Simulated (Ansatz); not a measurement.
**WC (Fm-3m): point defect (vacancy) in a supercell, by script**

What does a point defect do in WC (Fm-3m)? The task is a point defect (vacancy) in a supercell, for WC (Fm-3m).

All numbers are computed with Ansatz 0.2.0, driven from Python. Level of theory: DFT PBEsol, plane waves, PAW.

## Step 1: Starting point

It takes space group Fm-3m (No. 225, cubic). The conventional cell has a = 4.385 Å, b = 4.385 Å, c = 4.385 Å, α = 90.00°, β = 90.00°, γ = 90.00°. Around W (site symmetry m-3m) lie 6 C at 2.19 Å. C (site symmetry m-3m) has 6 W at 2.19 Å as nearest neighbours.

No structure file is read: the coordinates are typed or built in the script.

## Step 2: Script

The input, defect_wc.py:

```python
"""A vacancy in a supercell of WC, against the perfect cell."""

import ansatz as az
import numpy as np


def main() -> None:
    vectors = np.array([
        [0.0, 2.19268, 2.19268],
        [2.19268, 0.0, 2.19268],
        [2.19268, 2.19268, 0.0],
    ])
    structure = (
        az.Lattice.of(vectors)
        .atom("W", [0.0, 0.0, 0.0])
        .atom("C", [0.5, 0.5, 0.5])
    )
    host = structure.supercell(2)
    defective = host.vacancy("W", at=[0.0, 0.0, 0.0])

    def settled(structure):
        return (
            structure.calculation()
            .scf(max_iterations=80)
            .functional("pbesol")
            .kpoints(3, shift=0.5)
            .mixing("msr1", ndim=4, beta=0.2)
            .occupations("fermi_dirac", width=0.01)
            .basis(470)
            .band_table()
        )


    perfect = settled(host).run(threads=1, backend="cpu").report
    setup = settled(defective)
    setup = setup.relax(force_tolerance=0.05, max_steps=25)
    res = setup.run(threads=1, backend="cpu")
    data = res.report

    n_host, n_defect = len(perfect["lattice"]["sites"]), len(data["lattice"]["sites"])
    print(f"perfect cell: {n_host} atoms, F = {perfect['free_energy_ev']:.4f} eV")
    print(f"defect cell:  {n_defect} atoms, F = {data['free_energy_ev']:.4f} eV")
    # chemical potentials are still to be added to this difference
    print(f"difference {data['free_energy_ev'] - perfect['free_energy_ev']:.4f} eV (no chemical potentials)")

    pull = np.linalg.norm(data["forces_ev_ang"], axis=1)
    for atom in np.argsort(-pull)[:5]:
        print(f"force on {res.lattice.sites[atom].symbol}{atom}: {pull[atom]:.3f} eV/A")

    for label, run in (("perfect", perfect), ("defect", data)):
        levels, filled = np.array(run["eigenvalues_ev"][0]), np.array(run["occupations"][0])
        top = int(np.argmin(np.abs(levels - run["fermi_energy_ev"])))
        window = slice(max(top - 3, 0), top + 4)
        print(label, "levels near E_F at the first k-point:", ", ".join(f"{e - run['fermi_energy_ev']:.2f} ({f:.2f})" for e, f in zip(levels[window], filled[window])))


if __name__ == "__main__":
    main()
```

## Step 3: The input behind the calls

The package turns the script's settings into the engine's input (first run):

```yaml
crystal:
  lattice:
    - [0.0, 2.19268, 2.19268]
    - [2.19268, 0.0, 2.19268]
    - [2.19268, 2.19268, 0.0]
  atoms:
    - { symbol: W, position: [0.0, 0.0, 0.0] }
    - { symbol: C, position: [0.5, 0.5, 0.5] }
  supercell: [2, 2, 2]
basis:
  ecutwfc: 470.0
kpoints:
  mp_grid:
    grid: [3, 3, 3]
    shift: [0.5, 0.5, 0.5]
hamiltonian:
  xc: pbesol
scf:
  max_iter: 80
  mixing:
    algorithm: msr1
    beta: 0.2
    ndim: 4
  occupations:
    method: fermi_dirac
    width: 0.01
output:
  eigenvalues: true
```

## Step 4: Running it

On the command line:

```bash
> python defect_wc.py
```

What it wrote:

```text
DeckWarning: crystal.symmetry: narrowed to the stabiliser of the k-point mesh — unitary ops 384 → 96; excluded 288 operations that carry a point of the 3×3×3 mesh (shift [0.5, 0.5, 0.5]) off the mesh (the run samples exactly the mesh kpoints.mp_grid names, as [...]
DeckWarning: crystal.symmetry: narrowed to the stabiliser of the k-point mesh — unitary ops 48 → 12; excluded 36 operations that carry a point of the 3×3×3 mesh (shift [0.5, 0.5, 0.5]) off the mesh (the run samples exactly the mesh kpoints.mp_grid names, as [...]
perfect cell: 16 atoms, F = -84022.4894 eV
defect cell:  15 atoms, F = -73765.0661 eV
difference 10257.4232 eV (no chemical potentials)
force on C0: 0.011 eV/A
force on C14: 0.011 eV/A
force on C8: 0.002 eV/A
force on C6: 0.002 eV/A
force on C12: 0.002 eV/A
perfect levels near E_F at the first k-point: -2.28 (2.00), -1.89 (2.00), -1.89 (2.00), -0.52 (2.00), 0.81 (0.00), 0.81 (0.00), 0.81 (0.00)
defect levels near E_F at the first k-point: -1.69 (2.00), -0.63 (2.00), -0.63 (2.00), 0.12 (0.00), 0.79 (0.00), 0.79 (0.00), 1.22 (0.00)
```

(Warnings from the package without file and line, shortened.)

Wall time 15 s (1 thread of AMD EPYC 7R32 (Zen 2), shared host); peak memory 0.6 GiB.

## Step 5: Inputs of later runs

The engine's inputs for the other runs:

Run 2, against run 1:

```diff
@@ -9,0 +10,2 @@
+  defects:
+    - { vacancy: 0 }
@@ -26,0 +29,3 @@
+relax:
+  f_tol: 0.05
+  max_steps: 25
```

## Step 6: What the script built

Run 2 starts from these 15 atoms:

```xyz
15
Lattice="0.000 4.385 4.385 4.385 0.000 4.385 4.385 4.385 0.000" Properties=species:S:1:pos:R:3 pbc="T T T"
C     2.193    2.193    2.193
W     2.193    2.193    0.000
C     4.385    4.385    2.193
W     2.193    0.000    2.193
C     4.385    2.193    4.385
W     4.385    2.193    2.193
C     6.578    4.385    4.385
W     0.000    2.193    2.193
C     2.193    4.385    4.385
W     2.193    4.385    2.193
C     4.385    6.578    4.385
W     2.193    2.193    4.385
C     4.385    4.385    6.578
W     4.385    4.385    4.385
C     6.578    6.578    6.578
```

## Step 7: The engine's runs

From the records of these 2 runs:

| run | kind of run | system | energy (eV/atom) | SCF cycles in all | CPU time (s) |
| --- | --- | --- | --- | --- | --- |
| 1 | single point | WC (16 atoms) | -5251.4056 | 7 | 4.5 |
| 2 | relaxation | W7C8 (15 atoms) | -4917.6711 | 14 | 10 |

Energies are free energies F = E - TS of the smeared occupations. Totals carry meaning only in balanced differences at one level of theory.

## Step 8: Path of the relaxation of run 2

The steps of the relaxation:

| step | energy from step 1 (eV/cell) | largest force component (eV/Å) |
| --- | --- | --- |
| 1 | 0.0000 | 0.0907 |
| 2 | -0.0025 | 0.0061 |

Step 1 is the start.

## Step 9: What came out

| quantity | value |
| --- | --- |
| runs compared | 2 |
| moves of the relaxation of run 2 | 1 |
| energy gained in run 2 | 0.2 meV/atom |
| last largest force component of run 2 | 0.0061 eV/Å |

What this shows: A formation energy would need chemical potentials for the atoms added or removed, which the two totals don't give. The cell is small, so the defect feels its images. Run 2: The relaxation took 1 move; the largest shift is 0.007 Å. The start was already close to the minimum. Notes:
- The computed bands are complete only to about 1.9 eV above the Fermi level.
- For a metal this k-point mesh is coarse: on a finer one energies can move by several to tens of meV an atom and pressures by half a GPa or more, differences at one mesh by less.
- The difference holds no chemical potentials.
- Errors of mesh and smearing per atom add up over the supercell, so the energy can be off by tenths of an eV.
- Each cell's levels count from its own Fermi level and aren't aligned; one k-point can hide that the defect cell is metallic.
- This cell is a computed structure, which may not be the phase found in nature.
- The supercell is small, so the defect meets its images and the energies aren't those of an isolated defect; a partly filled defect level may also lower its energy by spin or distortion. For a charged cell the difference holds no correction, alignment or term for the electrons' reservoir. Spin-orbit coupling is left out, though heavy elements are present.
